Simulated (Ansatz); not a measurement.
# Si₂H₅O₂ radical: basis-set convergence

Aim: see how fast density functionals and correlated methods converge with the basis set for Si₂H₅O₂ radical.

Method: one geometry, several basis sets; program: Ansatz 0.2.0, Gaussian basis.

Levels to be run: PBE0-D4/def2-SVP; ωB97M-V/def2-SVP; PBE0-D4/def2-QZVPP; ωB97M-V/def2-QZVPP; CCSD(T)/cc-pV(D+d)Z; CCSD(T)/cc-pV(T+d)Z; MP2/cc-pV(Q+d)Z; the functionals' def2-TZVPP values are taken from earlier runs.

### 1 The relaxed structure

All runs share one geometry, relaxed beforehand with PBE0-D4 in a triple-zeta def2 set.

9 atoms, charge 0, spin multiplicity 2.

Atoms are counted from 1 here; the program's logs count them from 0.

Bond lengths: O1–Si2 1.642 Å, O1–H5 0.959 Å, Si2–O3 1.636 Å, Si2–H6 1.492 Å, O3–Si4 1.637 Å, Si4–H7 1.485 Å, Si4–H8 1.486 Å, Si4–H9 1.483 Å. Angles: Si2–O1–H5 118.3°, O1–Si2–O3 110.4°, O1–Si2–H6 104.3°, O3–Si2–H6 109.5°, Si2–O3–Si4 149.1°, O3–Si4–H7 109.9°, O3–Si4–H8 110.2°, O3–Si4–H9 108.4°, H7–Si4–H8 109.2°, H7–Si4–H9 109.6°, H8–Si4–H9 109.5°.

Geometry (Å):

```xyz
9
H5O2Si2
O    -1.7610    0.4643    1.9036
Si   -0.1808    0.3518    1.4721
O    -0.0446    0.1150   -0.1405
Si    0.8142   -0.4641   -1.4079
H    -2.3380   -0.2769    1.7118
H     0.3947    1.6812    1.8302
H     1.7627    0.5713   -1.8902
H     1.5750   -1.6749   -1.0027
H    -0.1337   -0.8141   -2.4937
```

### 2 PBE0-D4 in def2-SVP

in.yaml

```yaml
crystal:
  periodic: [false, false, false]
  atoms:
    - {symbol: O, position_ang: [-1.761044, 0.464298, 1.903635]}
    - {symbol: Si, position_ang: [-0.180827, 0.351820, 1.472143]}
    - {symbol: O, position_ang: [-0.044555, 0.114955, -0.140467]}
    - {symbol: Si, position_ang: [0.814172, -0.464126, -1.407909]}
    - {symbol: H, position_ang: [-2.337959, -0.276858, 1.711816]}
    - {symbol: H, position_ang: [0.394745, 1.681220, 1.830226]}
    - {symbol: H, position_ang: [1.762715, 0.571252, -1.890164]}
    - {symbol: H, position_ang: [1.574951, -1.674866, -1.002735]}
    - {symbol: H, position_ang: [-0.133698, -0.814094, -2.493745]}
basis:
  gaussian: {orbitals: def2-SVP}
magnetization: {spin_polarized: true, initial_magnetization: 1}
hamiltonian: {xc: pbe0, dispersion: d4}
output: {orbitals: {seedname: orbitals}}
```

Started as:

```bash
> ansatz run in.yaml --threads 2 --pin off --events-out ev --progress --plain --max-ram 22528MiB --backend cpu
```

Further steps of the session: ωB97M-V in def2-SVP; PBE0-D4 in def2-QZVPP; ωB97M-V in def2-QZVPP; CCSD(T) in cc-pV(D+d)Z; CCSD(T) in cc-pV(T+d)Z; MP2 in cc-pV(Q+d)Z.

Before running them: what should the planned runs give, taken together? Wanted: MP2 correlation recovered, cc-pV(D+d)Z; MP2 correlation recovered, cc-pV(T+d)Z; MP2 correlation recovered, cc-pV(Q+d)Z; CCSD(T) limit from def2 sets; PBE0-D4: double and triple zeta above quadruple; ωB97M-V: double and triple zeta above quadruple.

**Answer**, as computed:

| quantity | value |
| --- | --- |
| MP2 correlation recovered, cc-pV(D+d)Z | 69.1 % |
| MP2 correlation recovered, cc-pV(T+d)Z | 88.0 % |
| MP2 correlation recovered, cc-pV(Q+d)Z | 95.0 % |
| CCSD(T) limit from def2 sets (earlier runs) less the limit of this series | -56 meV |
| PBE0-D4: double and triple zeta above quadruple | 11.96, 0.82 eV |
| ωB97M-V: double and triple zeta above quadruple | 12.03, 0.76 eV |

**Reading.** PBE0-D4 gains 11.14 eV from double to triple zeta, then 0.82 eV more. Correlation climbs from 69 % (cc-pV(D+d)Z) to 95 % (cc-pV(Q+d)Z) of the limit; Hartree-Fock is 0.180 eV from its own by then. A limit from the def2 sets, made apart, differs by 56 meV, a least measure of the doubt on such a limit. Total energies overstate the basis error of differences, where much of it tends to cancel.
